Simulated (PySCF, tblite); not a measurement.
# C4H2Cl2F3 radical: geometry, infrared bands and EPR parameters

Aim: predict the infrared bands and EPR parameters of C4H2Cl2F3 radical (`[H]/[C]=C(\C(Cl)Cl)C(F)(F)F`).

The runs use tblite 0.8.0 and PySCF 2.14.0, with density-fitted response routines of our own; the level of theory stands in each step. All values are computed, except where a source is named. Atoms count from 0, in the outputs and in this text.

### 1 The starting structure

11 atoms, charge 0, multiplicity 2; geometry from: force field or distance geometry start.

Bonds of the start (Å): C0–C1 1.32, C1–C2 1.46, C2–Cl3 1.80, C2–Cl4 1.80, C1–C5 1.51, C5–F6 1.37, C5–F7 1.36, C5–F8 1.39, C0–H9 1.11, C2–H10 1.10.

### 2 Relaxing the molecule with GFN2-xTB

The job: settings as JSON, then the geometry in Å.

```
{"job": {"kind": "relax", "xc": "GFN2-xTB", "basis": "xTB"}, "charge": 0, "multiplicity": 2}
C      0.238000     1.617500    -0.468900
C      0.110000     0.348300    -0.147800
C     -1.138700    -0.404200    -0.034800
Cl    -2.477400     0.732000    -0.448000
Cl    -1.469800    -0.915200     1.654100
C      1.390600    -0.389500     0.153000
F      2.477500     0.431800     0.018300
F      1.220800    -0.940100     1.389700
F      1.530700    -1.406000    -0.787900
H     -0.660700     2.233900    -0.695300
H     -1.215600    -1.305700    -0.658500
```

Launch:

```console
> OMP_NUM_THREADS=1 python probes_run.py task.json out
```

The driver reads the jobs from task.json and runs them one after another.

**Question.** This job is followed by: GFN2-xTB harmonic vibrations, gas phase; UKS B3LYP, pcH-1 on C Cl F H, non-relativistic, mean-field spin-orbit, GIAO. Predict these results of the whole session: strongest single infrared mode (GFN2-xTB); zero-point energy (GFN2-xTB); g(iso) (B3LYP); ⟨S²⟩; largest a(iso) (averaged by class); potential on the surface of density 0.002 e/bohr³, 1st and 99th percentile.

The runs gave:

| quantity | value |
| --- | --- |
| strongest single infrared mode (GFN2-xTB) | 1151 cm⁻¹, 293 km/mol |
| zero-point energy (GFN2-xTB) | 31.2 kcal/mol |
| g(iso) (B3LYP) | 2.00263 |
| ⟨S²⟩ | 0.760 (exact 0.75) |
| largest a(iso) (averaged by class) | 13C on C0, 302.6 MHz |
| potential on the surface of density 0.002 e/bohr³, 1st and 99th percentile | -0.49 V and 1.70 V |

What this shows: Relaxing lowered the energy by 0.619 eV in 56 steps; the close pair that moved most is C1–C2, from 1.462 to 1.533 Å. The lowest mode is slightly imaginary (6i cm⁻¹), a soft motion within the noise of the Hessian, so the minimum is not strictly shown. The strongest single mode, at 1151 cm⁻¹, moves mainly C5. Unscaled tight-binding wavenumbers are off by several per cent, some by more. Its intensities can rank the bands wrongly. Most of the unpaired spin sits on C0 (1.06 e). The isotropic g lies 0.3 ppt above the free-electron value. These values are for one conformer; the search (at its own cheap level) found 2 more, at 0.01, 0.45 kcal/mol (those within 0.05 may be mirror or relabelled copies), and measured spectra average over such forms.
